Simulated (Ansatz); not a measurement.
# BN: a single-point run

Aim: a sound single-point run of BN. The structure is shown as the input types it.

The COD entry's cell or inner coordinates are ideal or old and differ from later refinements, so a difference from it is no clean test against experiment.

Computed with Ansatz 0.2.0 (DFT, LDA, PAW with Ansatz's default frozen-core files, scalar-relativistic; levels and slopes on a fine mesh, independent-particle optical spectra, unless a step's input says otherwise).

**1. The system as given**

The structure is hexagonal, space group P6_3/mmc (No. 194). The conventional cell has a = 2.489 Å, b = 2.489 Å, c = 6.494 Å, α = 90.00°, β = 90.00°, γ = 120.00°. B (site symmetry -6m2) has 3 N at 1.44 Å as nearest neighbours. N (site symmetry -6m2) is surrounded by 3 B at 1.44 Å.

Coordinates:

```
B N
1.0
     2.48894    0.00000    0.00000
    -1.24447    2.15549    0.00000
     0.00000    0.00000    6.49432
B N
2 2
Direct
  0.33333 0.66667 0.25000
  0.66667 0.33333 0.75000
  0.33333 0.66667 0.75000
  0.66667 0.33333 0.25000
```

**2. The run**

input.yaml

```yaml
crystal:
  lattice:
    - [2.48894072409, 0.0, 0.0]
    - [-1.24447036205, 2.15548589558, 0.0]
    - [0.0, 0.0, 6.49431976963]
  atoms:
    - { symbol: B, position: [0.333333333333, 0.666666666667, 0.25] }
    - { symbol: B, position: [0.666666666667, 0.333333333333, 0.75] }
    - { symbol: "N", position: [0.333333333333, 0.666666666667, 0.75] }
    - { symbol: "N", position: [0.666666666667, 0.333333333333, 0.25] }
kpoints:
  mp_grid: { grid: [1, 1, 1] }
scf:
  occupations: { method: fixed }
  max_iter: 100
hamiltonian:
  xc: lda
  pseudopotentials: { kind: paw }
output:
  forces: true
  stress: true
  eigenvalues: true
  eigenstates:
    nscf_kmesh: { grid: [16, 16, 6] }
    de_dk: true
    e_range: [-9, 14.0629062867]
  optics:
    e_range: [0, 20]
    de: 0.2
    sigma: 0.1
    bands: { spectra_wanted_up_to: 20 }
    nscf_kmesh: { grid: [16, 16, 6] }
checkpoint:
  write: ck
  write_wavefunctions: false
```

Launch:

```bash
$ ansatz run input.yaml --threads 2 --pin off --max-ram 6144MiB --backend cpu --events-out ev --progress --plain --runs-dir out
```

Q: Will this input give a usable result? If not, why, and what should change?

The program finished normally. It gives a pressure of 24 GPa, which is large; a structure far from rest gives such values too, whatever the setting.

Look at the input: kpoints.mp_grid.grid is [1, 1, 1]. The zone is sampled at a single point, which suits only large cells or molecules.

Run again and compare: set kpoints.mp_grid.grid to [10, 10, 4].
